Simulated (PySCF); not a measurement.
# C4H9NSi2: a tour of settings, part 2 of 2

PySCF 2.14.0. Atoms count from 0. Earlier steps stand in the parts before.

## 5. Ultraviolet spectrum: OLYP/def2-SVPD

The job: settings as JSON, then the geometry in Å.

```
{"job": {"kind": "uv", "xc": "OLYP", "basis": "def2-SVPD", "nstates": 12, "ntriplets": 2, "tda": false}, "charge": 0, "multiplicity": 1}
N      1.226725     3.224297    -1.077635
C      0.914302     2.124648    -0.991463
Si     0.475134     0.310067    -0.842578
Si     2.400408    -0.961547    -0.627516
C     -0.640364     0.209342     0.677383
C     -2.115828     0.477044     0.575524
C     -1.630008    -0.917071     0.788208
H     -0.351807     0.078618    -2.041348
H      2.070895    -2.381931    -0.473835
H      3.257085    -0.830710    -1.806243
H      3.185569    -0.565863     0.543515
H     -0.182897     0.511493     1.613912
H     -2.526168     0.735013    -0.389271
H     -2.599704     0.984793     1.396553
H     -1.783212    -1.375073     1.754290
H     -1.707729    -1.614175    -0.033763
```

Method: TDDFT OLYP/def2-SVPD, vertical, gas phase, core orbitals frozen in the response.

Output:

```text
coarse grid: 14240 points
cycle   1  E = -790.9348680022  dE =  4.602e-01  |g| = 5.316e-01  |ddm| = 5.662e+00
cycle   2  E = -790.6555906336  dE =  2.793e-01  |g| = 1.165e+00  |ddm| = 2.614e+00
cycle   3  E = -790.9871895768  dE = -3.316e-01  |g| = 3.591e-01  |ddm| = 1.882e+00
cycle   4  E = -791.0164773481  dE = -2.929e-02  |g| = 6.966e-02  |ddm| = 3.957e-01
cycle   5  E = -791.0176142057  dE = -1.137e-03  |g| = 2.062e-02  |ddm| = 1.601e-01
cycle   6  E = -791.0177303150  dE = -1.161e-04  |g| = 6.684e-03  |ddm| = 4.756e-02
cycle   7  E = -791.0177430121  dE = -1.270e-05  |g| = 1.986e-03  |ddm| = 1.646e-02
cycle   8  E = -791.0177440506  dE = -1.039e-06  |g| = 4.285e-04  |ddm| = 4.551e-03
final grid: 128024 points
cycle   9  E = -791.1264937562  dE = -4.888e-05  |g| = 8.541e-03  |ddm| = 2.428e-01
cycle  10  E = -791.1264579816  dE =  3.577e-05  |g| = 1.419e-02  |ddm| = 3.307e-02
cycle  11  E = -791.1265131543  dE = -5.517e-05  |g| = 1.906e-03  |ddm| = 2.068e-02
cycle  12  E = -791.1265138006  dE = -6.463e-07  |g| = 1.084e-03  |ddm| = 3.301e-03
cycle  13  E = -791.1265140578  dE = -2.572e-07  |g| = 2.341e-04  |ddm| = 1.325e-03
cycle  14  E = -791.1265140725  dE = -1.474e-08  |g| = 5.387e-05  |ddm| = 3.902e-04
cycle  15  E = -791.1265140733  dE = -7.483e-10  |g| = 1.543e-05  |ddm| = 1.427e-04
converged SCF energy = -791.1265140733

Static polarisability (au): isotropic 106.194, principal 84.753 114.592 119.235

Singlet excitations
state   eV       nm        f      main configurations
  1   5.9763    207.5   0.02788   H->L 0.91
  2   6.0509    204.9   0.01720   H->L+1 0.89
  3   6.1691    201.0   0.00976   H-1->L 0.91
  4   6.3568    195.0   0.01167   H-1->L+1 0.86
  5   6.4801    191.3   0.03132   H->L+2 0.86
  6   6.7141    184.7   0.00162   H-2->L 0.46, H-1->L+2 0.43
  7   6.7379    184.0   0.02149   H-1->L+2 0.38, H-2->L 0.21, H-3->L 0.19
  8   6.7952    182.5   0.00063   H->L+3 0.86
  9   6.8323    181.5   0.01776   H-3->L 0.50, H-2->L+1 0.12, H-2->L 0.10
 10   6.9192    179.2   0.01319   H-3->L+1 0.42, H-2->L+1 0.31
 11   6.9678    177.9   0.07703   H->L+4 0.62
 12   7.0755    175.2   0.00783   H-4->L 0.43, H-1->L+3 0.25, H-4->L+1 0.16

Triplet excitations (Tamm-Dancoff, eV): 5.5014 5.7397
```

Wall time 50 s (1 thread of Arm Neoverse V1, shared host); peak memory 0.76 GiB.

In short: HOMO -7.12 eV, LUMO -1.34 eV; lowest singlet 5.98 eV.

## 6. Shielding tensors: B97-2/aug-cc-pVDZ

Settings changed since step 5:

```diff
@@ -1,2 +1,2 @@
-{"job": {"kind": "uv", "xc": "OLYP", "basis": "def2-SVPD", "nstates": 12, "ntriplets": 2, "tda": false}, "charge": 0, "multiplicity": 1}
+{"job": {"kind": "nmr", "xc": "B97-2", "basis": "aug-cc-pVDZ", "pop": false, "scf": {"conv": 1e-08, "damp": 0.1}}, "charge": 0, "multiplicity": 1}
 N      1.226725     3.224297    -1.077635
```

Method: GIAO B97-2/aug-cc-pVDZ NMR shielding, non-relativistic, gas phase.

Output:

```text
damping 0.10 in the first 6 cycles
final grid: 128024 points
cycle   1  E = -791.4531676039  dE =  6.609e-01  |g| = 4.551e-01  |ddm| = 1.122e+01
cycle   2  E = -791.3698908903  dE =  8.328e-02  |g| = 7.571e-01  |ddm| = 2.429e+00
cycle   3  E = -791.0446911668  dE =  3.252e-01  |g| = 1.417e+00  |ddm| = 3.283e+00
cycle   4  E = -789.5107797252  dE =  1.534e+00  |g| = 2.667e+00  |ddm| = 6.480e+00
cycle   5  E = -787.1940061483  dE =  2.317e+00  |g| = 3.872e+00  |ddm| = 1.059e+01
cycle   6  E = -778.4567160561  dE =  8.737e+00  |g| = 5.718e+00  |ddm| = 1.926e+01
cycle   7  E = -754.4308766926  dE =  2.403e+01  |g| = 7.891e+00  |ddm| = 6.412e+01
cycle   8  E = -778.8567764335  dE = -2.443e+01  |g| = 4.321e+00  |ddm| = 6.305e+01
cycle   9  E = -775.5941053577  dE =  3.263e+00  |g| = 5.058e+00  |ddm| = 2.328e+01
cycle  10  E = -791.3204489650  dE = -1.573e+01  |g| = 7.655e-01  |ddm| = 1.494e+01
cycle  11  E = -791.4201967503  dE = -9.975e-02  |g| = 5.442e-01  |ddm| = 3.101e+00
cycle  12  E = -791.5088120021  dE = -8.862e-02  |g| = 9.280e-02  |ddm| = 1.443e+00
cycle  13  E = -791.5107210921  dE = -1.909e-03  |g| = 4.423e-02  |ddm| = 3.055e-01
cycle  14  E = -791.5112505447  dE = -5.295e-04  |g| = 1.464e-02  |ddm| = 1.251e-01
cycle  15  E = -791.5113076116  dE = -5.707e-05  |g| = 2.972e-03  |ddm| = 3.912e-02
cycle  16  E = -791.5113100140  dE = -2.402e-06  |g| = 6.206e-04  |ddm| = 8.779e-03
cycle  17  E = -791.5113101364  dE = -1.224e-07  |g| = 1.335e-04  |ddm| = 2.348e-03
cycle  18  E = -791.5113101416  dE = -5.112e-09  |g| = 5.748e-05  |ddm| = 4.682e-04
converged SCF energy = -791.5113101416

GIAO shielding tensors (ppm)
atom      isotropic    diamagn.    paramagn.     s11        s22        s33       span
  0 N      -47.838     316.086    -363.924   -224.668   -215.763    296.917    521.585
  1 C       79.306     260.326    -181.020    -27.797    -23.504    289.218    317.014
  2 Si     461.688     883.179    -421.491    422.569    448.625    513.870     91.301
  3 Si     518.375     891.156    -372.781    512.890    514.451    527.785     14.895
  4 C      198.289     180.563      17.726    174.365    190.219    230.284     55.918
  5 C      190.572     212.208     -21.636    161.056    189.285    221.375     60.319
  6 C      193.204     213.543     -20.339    166.560    190.788    222.263     55.703
  7 H       27.953      24.989       2.964     24.984     26.429     32.447      7.462
  8 H       28.359      29.136      -0.776     24.745     26.684     33.648      8.903
  9 H       28.328      27.155       1.173     24.960     25.810     34.214      9.255
 10 H       28.265      28.613      -0.348     25.186     26.291     33.317      8.130
 11 H       31.896      29.062       2.834     25.274     28.763     41.651     16.377
 12 H       31.461      32.674      -1.214     25.673     28.716     39.992     14.318
 13 H       31.006      35.542      -4.536     25.396     26.584     41.039     15.644
 14 H       31.191      35.187      -3.997     25.726     26.565     41.281     15.555
 15 H       31.766      33.882      -2.116     26.024     29.111     40.163     14.138
```

Run time: 53 s. Hardware: 1 thread of Arm Neoverse V1, shared host; peak memory 0.96 GiB.

In short: δ C1 117.3, C5 6.1, C6 3.4, C4 -1.7, H7 4.03, H8 3.66 ppm (means over like atoms).

## 7. Comparing the runs: NMR shifts

Shifts (ppm) of some atoms, chosen among heavy atoms and hydrogens apart, with basis size and wall time:

```csv
run,C1,C4,H7,H11,N0,Si2,Si3,functions,time
PBE0/pcSseg-1,124.7,-3.0,3.85,-0.01,365.7,-55.3,-116.4,178,31 s
B97-2/aug-cc-pVDZ,117.3,-1.7,4.03,0.08,317.5,-46.9,-103.6,250,53 s
```

## 8. Comparing the runs: electronic excitations

Excitations and ground-state properties, with basis size and wall time:

```csv
run,lowest singlet (eV),brightest (eV),f,gap (eV),α (Å³),μ (D),functions,time
PBE0/def2-SVPD,6.62,7.26,0.063,7.73,15.46,4.28,220,44 s
OLYP/def2-SVPD,5.98,6.97,0.077,5.78,15.74,4.15,220,50 s
```

## 9. What came out

This closing draws on all 2 parts.

| quantity | value |
| --- | --- |
| 13C shifts against TMS (PBE0/pcSseg-1) | 124.7, 7.1, 3.6, -3.0 ppm |
| 1H shifts against TMS (PBE0/pcSseg-1, means over atoms taken as alike) | 3.85, 3.60, 0.99, 0.75, 0.52, 0.13, -0.01 ppm |
| 15N shifts against NH3 (PBE0/pcSseg-1) | 365.7 ppm |
| 29Si shifts against TMS (PBE0/pcSseg-1) | -55.3, -116.4 ppm |
| surface potential, 1st and 99th percentile | -1.78 V and 1.42 V |
| lowest singlet (PBE0/def2-SVPD) | 6.62 eV (187 nm), f = 0.043 |
| brightest single state of those computed | state 6, 7.26 eV, f = 0.063 |
| lowest triplet | 5.71 eV |
| largest coupling of the table (BLYP/pcSseg-0) | 1J(Si,H) Si2–H7, -292.0 Hz |
| range of the shift of N0 | 317.5 to 365.7 ppm |
| range of the lowest singlet | 5.98 to 6.62 eV |

In words: Single values in the summary come from the first run of each kind that ended normally (PBE0/pcSseg-1; PBE0/def2-SVPD; BLYP/pcSseg-0), which need not be the best level. At PBE0/pcSseg-1: Shielding is most anisotropic at N0 (span 587 ppm, paramagnetic term -436 ppm). By nearest atom (PBE0/pcSseg-1), the HOMO sits on C4, C5 about 17 % each; Si2, Si3 about 15 % each and the LUMO on Si2 19 %; C1 17 %. The lowest singlet, at 6.62 eV, is HOMO→LUMO 0.75 and is weak; of the 6 states computed, the strongest absorption comes from state 6 at 7.26 eV (the last computed, so partners may be missing). The lowest triplet lies 0.90 eV below the lowest singlet (triplets in Tamm-Dancoff, singlets in full TDDFT). In the run at BLYP/pcSseg-0, the largest coupling of the table is Si2–H7, -292.0 Hz, of which the Fermi-contact term gives -292.4 Hz. Couplings across rotatable bonds belong to this one conformer; where others are populated, the observed values are averages. In ppm, N0 moves most: its shift spreads over 48.2 ppm, from 317.5 (B97-2/aug-cc-pVDZ) to 365.7 (PBE0/pcSseg-1). The lowest singlet runs from 5.98 eV (OLYP/def2-SVPD) to 6.62 eV (PBE0/def2-SVPD), while the orbital gap spans 5.78 to 7.73 eV: the excitation energy moves far less from run to run than the orbital gap does. The lowest state need not be the same one in every run. The runs solved for a few states only, so the brightest column depends on that window. Couplings from bases without tight functions are rough.
